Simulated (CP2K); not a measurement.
WS:

```xyz
2
Lattice="3.0079 0.0000 0.0000 0.0000 3.0079 0.0000 0.0000 0.0000 3.0079" Properties=species:S:1:pos:R:3 pbc="T T T"
W     1.5039    1.5039    1.5039
S     0.0000    0.0000    0.0000
```

The cell was built by a generator and needn't be a form met in nature.

```yaml
Program: CP2K 2026.2
Task: single point
Functional: PBE
Potentials_or_basis: POTENTIAL_UZH W GTH-PBE-q14, S GTH-PBE-q6; TZVP-MOLOPT-PBE-GTH basis
Density_cutoff: 6123 eV
k_mesh: 9 × 9 × 9
Occupations: fermi-dirac, width 0.05 eV
Spin: no spin polarisation
```

On this cell: pressure -1.4 GPa; largest force zero by symmetry; band gap on the k mesh none (metal or under the smearing width).

The same run follows on a disturbed copy (atoms moved at random, drawn with an rms of 0.05 Å):

```
W S
1.0
     3.00789    0.00000    0.00000
     0.00000    3.00789    0.00000
     0.00000    0.00000    3.00789
W S
1 1
Direct
  0.49262 0.50206 0.49570
  0.99063 0.98998 0.00887
```

Question: What does the disturbed cell give?

Answer: The energy (extrapolated to zero smearing) moves by +2.8 meV/atom; pressure -1.1 GPa; largest force 0.200 eV/Å; band gap on the k mesh none (metal or under the smearing width).

Forces on the atoms (eV/Å):
```
W   -0.022 -0.134  0.147
S    0.022  0.134 -0.147
```

Stress tensor (GPa, compression positive):
```
-1.15  0.04 -0.05
 0.04 -1.10 -0.28
-0.05 -0.28 -1.10
```

Caveats: the basis of atomic orbitals isn't converged, which shifts pressures, moduli and gaps.
